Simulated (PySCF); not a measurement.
**C₄H₃NO₂: electronic structure in real space**

For C₄H₃NO₂, the scripts below probe its ring current by NICS, compute its lowest excited states and analyse its density (charges, bond critical points, surface potential).

Method: levels as typed in each script, gas phase, geometry from GFN2-xTB; program: PySCF 2.14.0.

## 1. Starting geometry

SMILES `N#CC1=COCO1`, 10 atoms, charge 0, spin multiplicity 1.

Bond lengths: N1–C2 1.146 Å, C2–C3 1.401 Å, C3–C4 1.341 Å, C3–O7 1.388 Å, C4–O5 1.360 Å, C4–H8 1.070 Å, O5–C6 1.418 Å, C6–O7 1.408 Å, C6–H9 1.103 Å, C6–H10 1.102 Å. Angles: N1–C2–C3 178.9°, C2–C3–C4 129.6°, C2–C3–O7 120.7°, C4–C3–O7 109.7°, C3–C4–O5 110.8°, C3–C4–H8 131.6°, O5–C4–H8 117.7°, C4–O5–C6 105.7°, O5–C6–O7 108.5°, O5–C6–H9 109.6°, O5–C6–H10 109.6°, O7–C6–H9 109.9°, O7–C6–H10 110.0°, H9–C6–H10 109.3°, C3–O7–C6 105.3°.

As a file:

```mol
C4H3NO2
  3D, bonds by distance, orders not assigned

 10 10  0  0  0  0  0  0  0  0999 V2000
   -2.9467   -0.0529    0.0006 N   0  0
   -1.8008   -0.0163   -0.0003 C   0  0
   -0.4011    0.0544   -0.0007 C   0  0
    0.4007    1.1296   -0.0002 C   0  0
    1.7079    0.7558    0.0001 O   0  0
    1.7027   -0.6618    0.0003 C   0  0
    0.3660   -1.1028   -0.0002 O   0  0
    0.1835    2.1776    0.0005 H   0  0
    2.2208   -1.0327    0.9000 H   0  0
    2.2214   -1.0330   -0.8983 H   0  0
  1  2  8  0
  2  3  8  0
  3  4  8  0
  4  5  8  0
  5  6  8  0
  6  7  8  0
  4  8  8  0
  6  9  8  0
  6 10  8  0
  3  7  8  0
M  END
```

## 2. Ring currents (PBE/cc-pvdz)

Input file input.py:

```python
import numpy as np
from pyscf import gto, scf, dft
from pyscf.prop import nmr
from pyscf.data import nist

def solve(mol, dm0=None, hcore=None):
    mf = (dft.UKS if mol.spin else dft.RKS)(mol, xc='pbe')
    mf.grids.level = 3
    mf.conv_tol, mf.max_cycle = 1e-8, 80
    if hcore is not None:
        mf.get_hcore = lambda *args: hcore
    mf.kernel(dm0)
    if not mf.converged:
        mf = mf.newton().run(mf.mo_coeff, mf.mo_occ, max_cycle=30)
    assert mf.converged, 'SCF not converged'
    return mf

mol = gto.M(atom='''
N     -2.94666    -0.05294     0.00056
C     -1.80078    -0.01626    -0.00027
C     -0.40114     0.05437    -0.00072
C      0.40075     1.12959    -0.00017
O      1.70793     0.75576     0.00015
C      1.70272    -0.66184     0.00025
O      0.36602    -1.10280    -0.00023
H      0.18354     2.17755     0.00048
H      2.22083    -1.03270     0.90000
H      2.22139    -1.03300    -0.89829
''', basis='cc-pvdz', charge=0, spin=0, verbose=4)
mf = solve(mol)
vxc = nmr.rks.get_vxc_giao  # smaller grid blocks
nmr.rks.get_vxc_giao = lambda *a, **k: vxc(*a, **{**k, 'max_memory': 300})
calc = nmr.RKS(mf)
calc.cphf = True
nuclei = calc.kernel()
mo1 = calc.mo10
# ring centres and points 1 angstrom above and below them
points = np.array([
    [0.7553, 0.0350, -0.0001],
    [0.7549, 0.0350, 0.9999],
    [0.7557, 0.0350, -1.0001],
]) / nist.BOHR
mol.atom_coord = lambda i, unit='Bohr': points[i]
idx = range(len(points))
sigma = (calc.dia(shielding_nuc=idx) + calc.para(mo10=mo1, shielding_nuc=idx)[0]) * nist.ALPHA**2 * 1e6
for p, t in zip(points, sigma):
    print('NICS at %8.4f %8.4f %8.4f  %8.2f ppm' % (*(p * nist.BOHR), -t.trace() / 3))
occ = mf.mo_coeff[:, mf.mo_occ > 0]
dm1 = np.array([mf.mo_coeff @ (2 * x) @ occ.T for x in mo1])
np.savez('result.npz', sigma=sigma, nuclei=nuclei, dm0=mf.make_rdm1(), dm1=dm1, e=mf.e_tot, eps=mf.mo_energy, occ=mf.mo_occ)
```

The run is started by

```bash
OMP_NUM_THREADS=1 python input.py
```

## 4. Excited states (wB97X/def2-svp)

Input file input.py:

```python
import numpy as np
from pyscf import gto, scf, dft, tdscf
from pyscf.scf import atom_ks, atom_hf
from scipy.linalg import block_diag

def solve(mol, dm0=None, hcore=None):
    mf = (dft.UKS if mol.spin else dft.RKS)(mol, xc='wb97x')
    mf.grids.level = 3
    mf = mf.density_fit(auxbasis='def2-universal-jkfit')
    mf.conv_tol, mf.max_cycle = 1e-8, 80
    if hcore is not None:
        mf.get_hcore = lambda *args: hcore
    mf.kernel(dm0)
    if not mf.converged:
        mf = mf.newton().run(mf.mo_coeff, mf.mo_occ, max_cycle=30)
    assert mf.converged, 'SCF not converged'
    return mf

mol = gto.M(atom='''
N     -2.94666    -0.05294     0.00056
C     -1.80078    -0.01626    -0.00027
C     -0.40114     0.05437    -0.00072
C      0.40075     1.12959    -0.00017
O      1.70793     0.75576     0.00015
C      1.70272    -0.66184     0.00025
O      0.36602    -1.10280    -0.00023
H      0.18354     2.17755     0.00048
H      2.22083    -1.03270     0.90000
H      2.22139    -1.03300    -0.89829
''', basis='def2-svp', charge=0, spin=0, verbose=4)
mf = solve(mol)
td = mf.TDDFT()
td.nstates, td.singlet, td.conv_tol = 4, True, 1e-5
td.kernel()
td.analyze()
x, y = np.array([p[0] for p in td.xy]), np.array([p[1] + 0 * p[0] for p in td.xy])
f, mu = td.oscillator_strength(), td.transition_dipole()
nto = [td.get_nto(state=i + 1, verbose=4) for i in range(len(td.e))]
# spherically averaged free atoms, for the promolecule
atm = atom_ks.get_atm_nrks(mol, xc='wb97x')
pro = block_diag(*[(atm[a[0]][2] * atm[a[0]][3]) @ atm[a[0]][2].T for a in mol._atom])
np.savez('result.npz', e=td.e, f=f, ok=td.converged, w=[n[0] for n in nto], nto=[n[1] for n in nto], x=x, y=y, c=mf.mo_coeff, occ=mf.mo_occ, eps=mf.mo_energy, pro=pro, mu=mu)
```

## 6. Density, bond paths and surface potential (wB97X/cc-pvdz)

Input file input.py:

```python
import numpy as np
from pyscf import gto, scf, dft
from pyscf.scf import atom_ks, atom_hf
from scipy.linalg import block_diag

def solve(mol, dm0=None, hcore=None):
    mf = (dft.UKS if mol.spin else dft.RKS)(mol, xc='wb97x')
    mf.grids.level = 3
    mf = mf.density_fit(auxbasis='def2-universal-jkfit')
    mf.conv_tol, mf.max_cycle = 1e-8, 80
    if hcore is not None:
        mf.get_hcore = lambda *args: hcore
    mf.kernel(dm0)
    if not mf.converged:
        mf = mf.newton().run(mf.mo_coeff, mf.mo_occ, max_cycle=30)
    assert mf.converged, 'SCF not converged'
    return mf

mol = gto.M(atom='''
N     -2.94666    -0.05294     0.00056
C     -1.80078    -0.01626    -0.00027
C     -0.40114     0.05437    -0.00072
C      0.40075     1.12959    -0.00017
O      1.70793     0.75576     0.00015
C      1.70272    -0.66184     0.00025
O      0.36602    -1.10280    -0.00023
H      0.18354     2.17755     0.00048
H      2.22083    -1.03270     0.90000
H      2.22139    -1.03300    -0.89829
''', basis='cc-pvdz', charge=0, spin=0, verbose=4)
mf = solve(mol)
mf.analyze()
# spherically averaged free atoms, for the promolecule
atm = atom_ks.get_atm_nrks(mol, xc='wb97x')
pro = block_diag(*[(atm[a[0]][2] * atm[a[0]][3]) @ atm[a[0]][2].T for a in mol._atom])
np.savez('result.npz', e=mf.e_tot, c=mf.mo_coeff, occ=mf.mo_occ, eps=mf.mo_energy, pro=pro, dip=mf.dip_moment(verbose=0), s2=mf.spin_square()[0])
```

(Steps that only read results are left out.)

Q: Predict the outcome of this session. Wanted: NICS(1)zz, 5-membered ring C3/C4/O5/C6/O7; lowest singlet excitation; dipole moment; HOMO, LUMO.

**Answer**, as computed:

```
                                               quantity           value
NICS(1)zz, 5-membered ring C3/C4/O5/C6/O7 (PBE/cc-pvdz)        -2.0 ppm
             lowest singlet excitation (wB97X/def2-svp)         5.24 eV
                          dipole moment (wB97X/cc-pvdz)          3.83 D
                             HOMO, LUMO (wB97X/cc-pvdz)  -8.65, 1.20 eV
```

What this shows: The 5-membered ring C3/C4/O5/C6/O7 is neither clearly shielded nor deshielded above its centre; in such a ring the values come largely from σ bonds and don't measure π aromaticity. At wB97X/cc-pvdz: The highest Hirshfeld charge is on C6 (+0.09 e), the lowest on N1 (−0.19 e). The geometry was not optimised at these levels.
